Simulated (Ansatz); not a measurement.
CH5BO2Se, SMILES C[Se]B(O)O: a rigid torsion scan, run with the Python package of Ansatz (0.2.0).

`torsion.py`:
```python
import ansatz as az
from ase import Atoms

atoms = Atoms(["C", "Se", "B", "O", "O", "H", "H", "H", "H", "H"], positions=[
    (-0.6023, -1.4993, -0.271),
    (-0.3984, -0.0868, -1.6426),
    (0.3756, 1.1909, -0.3162),
    (-0.377, 2.1245, 0.4278),
    (1.8514, 1.1813, -0.0858),
    (-1.1121, -2.3324, -0.7519),
    (0.3544, -1.7374, 0.1607),
    (-1.2844, -1.0586, 0.5085),
    (-0.7096, 1.6335, 1.2889),
    (1.9855, 0.5331, 0.6846),
])

first = (
    az.Crystal.molecule_from_ase(atoms).calculation()
    .basis(gaussian="def2-SVP")
    .functional("pbe0")
    .relax(force_tolerance=0.02, max_steps=80)
)
atoms.positions = first.run(threads=1).report["positions_ang"]

start = atoms.get_dihedral(1, 2, 3, 8)
energies = {}
for turn in range(0, 360, 30):
    turned = atoms.copy()
    turned.set_dihedral(1, 2, 3, 8, start + turn, indices=[3, 8])
    calc = (
        az.Crystal.molecule_from_ase(turned).calculation()
        .basis(gaussian="def2-SVP")
        .correlation("mp2")
    )
    energies[round((start + turn) % 360)] = calc.run(threads=1).report["free_energy_ev"]
floor = min(energies.values())
print("dihedral Se1-B2-O3-H8 (deg)   E - E(min) (eV)")
for angle, e in sorted(energies.items()):
    print(f"{angle:8d} {(e - floor):14.3f}  " + "#" * int(30 * (e - floor) / max(max(energies.values()) - floor, 1e-9)))
```

Where along the turn do the lowest and the highest point lie, and how far apart are they?

The lowest point is at 0° and the highest at 90°, 0.381 eV (36.8 kJ/mol) above it, with the rest of the molecule held.

The run itself:

```console
$ python torsion.py
dihedral Se1-B2-O3-H8 (deg)   E - E(min) (eV)
       0          0.000
      30          0.077  ######
      60          0.253  ###################
      90          0.381  ##############################
     120          0.369  #############################
     150          0.285  ######################
     180          0.244  ###################
     210          0.285  ######################
     240          0.370  #############################
     270          0.381  #############################
     300          0.252  ###################
     330          0.077  ######
```

Reading the output:
- The scan is rigid and the energies are electronic, in a modest basis. With rigid groups the curve can differ much from the relaxed path, the start wasn't checked as a minimum of this torsion, and equivalent turns needn't return to the same energy.
- The start is relaxed with a density functional and scanned with the wavefunction method, so it isn't exactly that method's minimum.
- Finished in 3 min on 1 thread of Arm Neoverse V2, with other jobs on the host, peak memory 0.35 GiB.
